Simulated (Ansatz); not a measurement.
Cu3O2:

```xyz
5
Lattice="-2.0230 2.0230 3.6736 2.0230 -2.0230 3.6736 2.0230 2.0230 -3.6736" Properties=species:S:1:pos:R:3 pbc="T T T"
Cu    0.0000    0.0000    0.0000
Cu    0.0000    2.0230    1.8368
Cu    2.0230    0.0000    1.8368
O     0.0000    2.0230    0.0000
O     2.0230    0.0000    0.0000
```

The cell comes from a database or a generator and needn't be the stable form of this composition.

Base run:

| Property | Result |
| --- | --- |
| Program | Ansatz 0.2.0 |
| Functional | PBEsol |
| Potentials or basis | Ansatz PAW |
| Cutoff | 420 eV (not typed: the program's choice for these potentials) |
| k mesh | 8 × 8 × 8 |
| Occupations | fermi-dirac, width 0.05 eV |
| Spin | no spin polarisation |

Its results: band gap on the k mesh none (metal or under the smearing width); pressure -6.2 GPa.

Problem. The run is repeated on the same cell with these changes: functional from PBEsol to PBE; k mesh from 8 × 8 × 8 to 9 × 9 × 9. What comes out?

Solution. Band gap on the k mesh none (metal or under the smearing width); pressure 0.7 GPa.

Several settings changed at once, so the effect can't be laid on one alone.

Caveats: an odd number of electrons without spin polarisation forces a metal; a magnetic or distorted state may lie lower; the run has no spin polarisation, though such a crystal can be magnetic; semilocal functionals often make such compounds metallic where correlation or magnetic order opens a gap, which also shifts bond lengths; the PAW data sets come from PBE, with cores solved anew for the run's functional, which leaves a small shift of forces and pressure (some runs).
